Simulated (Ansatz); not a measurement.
# Br (solid): from the first guess to the electronic structure

What volume does Br (solid) take, and is it a metal or an insulator at this level? The pressure is brought towards zero step by step, and the electronic structure follows. Whether the element takes this structure at low temperature is a separate question.

Program: Ansatz 0.2.0. Level of theory: DFT PBE, scalar-relativistic, plane waves, PAW. These are calculated values, not measurements.

## 1. Starting point

Symmetry: Cmce, No. 64, orthorhombic system. Conventional cell: a = 6.609 Å, b = 4.326 Å, c = 9.094 Å, α = 90.00°, β = 90.00°, γ = 90.00°. Br (site symmetry m) is surrounded by 1 Br at 2.52 Å.

As a file:

```
Br
1.0
     3.30450   -2.16304    0.00000
     3.30450    2.16304    0.00000
     0.00000    0.00000    9.09376
Br
4
Direct
  0.84515 0.15485 0.11750
  0.15485 0.84515 0.88250
  0.34515 0.65485 0.38250
  0.65485 0.34515 0.61750
```

## 2. Full relaxation

input.yaml

```yaml
crystal:
  lattice:
    - [3.3044953521, -2.1630406487, 0.0]
    - [3.3044953521, 2.1630406487, 0.0]
    - [0.0, 0.0, 9.0937608815]
  atoms:
    - { symbol: Br, position: [0.84515, 0.15485, 0.1175] }
    - { symbol: Br, position: [0.15485, 0.84515, 0.8825] }
    - { symbol: Br, position: [0.34515, 0.65485, 0.3825] }
    - { symbol: Br, position: [0.65485, 0.34515, 0.6175] }
basis:
  ecutwfc: 420
  ecutrho_ratio: 4
kpoints:
  mp_grid: { grid: [12, 12, 6] }
hamiltonian:
  xc: pbe
scf:
  occupations: { method: gaussian, width: 0.05 }
output:
  forces: true
  stress: true
  eigenvalues: true
relax:
  f_tol: 0.01
  max_steps: 60
  cell: { stress_tol: 0.04 }
```

The runs that follow: Relaxing cell and atoms once more, on the mesh of the new cell; The electronic structure.

**Question.** What will these runs give? Wanted: space group; conventional cell; volume; pressure; gap.

The runs gave:

| quantity | value |
| --- | --- |
| space group | Cmce (No. 64) |
| conventional cell | a = 8.596 Å, b = 4.270 Å, c = 8.713 Å, α = 90.00°, β = 90.00°, γ = 90.00° |
| volume | 39.972 Å³/atom |
| pressure | 0.00 GPa |
| gap | 1.36 eV on the path, direct |

In words: From the first run shown, the volume went from 32.50 to 39.97 Å³/atom (+23.0 %) in 2 runs, where the pressure is zero within 0.01 GPa. The shape changed strongly (edges by +22, +22, -4 %), so the end may no longer be the structure type named at the start. It has a direct gap of 1.36 eV on the path (valence top at Γ, conduction bottom between Γ and S); the top 0.3 eV of the valence band is led by Br 4p (99 % of the projected weight), the lowest 0.3 eV of the conduction band by Br 4p (95 % of the projected weight). It is the Kohn-Sham gap of a semilocal functional; such gaps usually fall short of measured ones.
